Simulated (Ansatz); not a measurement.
# WH+ (septet): wave-function methods side by side, def2-TZVPP

An exercise on one series of results from a longer session: the logs are not shown, and one member is left open.

Computed with Ansatz 0.2.0, Gaussian basis. Level: def2-TZVPP, core rule «outside noble gas», up to 4 orbitals frozen.

Plan: UHF; ROHF; CCSD(T) on UHF.

### The system

The geometry is a PBE0/def2-TZVP stationary point (not a proven minimum) of the parent state, kept for this charge and spin. No spin-orbit coupling is included. Elements past krypton take def2 core potentials.

2 atoms, charge 1, spin multiplicity 7.

Atoms are counted from 1 here; the program's logs count them from 0.

Bond lengths: W1–H2 1.690 Å.

Set-up of the first run:

in.yaml

```yaml
crystal:
  periodic: [false, false, false]
  atoms:
    - {symbol: W, position_ang: [0.000000, 0.000000, 0.000000]}
    - {symbol: H, position_ang: [0.000000, 0.000000, 1.689800]}
basis:
  gaussian: {orbitals: def2-TZVPP}
total_charge: 1
magnetization: {spin_polarized: true, initial_magnetization: 6}
hamiltonian: {xc: hf}
output: {orbitals: {seedname: orbitals}}
```

The run is started by

```
$ ansatz run in.yaml --threads 1 --pin off --events-out ev --progress --plain --max-ram 2816MiB --backend cpu
```

Steps of the session up to this table: UHF; ROHF; CCSD(T) on UHF.

One table of the session follows, with a row left open; its other results are not shown here.

| method | from UCCSD(T) (meV) |
| --- | --- |
| ROHF | +2089.1 |
| UHF | +1959.2 |
| UMP2 | ? |
| UCCSD | +38.1 |
| UCCSD(T) | 0 |

Q: Estimate the row for UMP2 from the others.

The run gave: from UCCSD(T) (meV): +277.9. In the column «from UCCSD(T) (meV)» it lies between UCCSD (+38.1) and UHF (+1959.2).
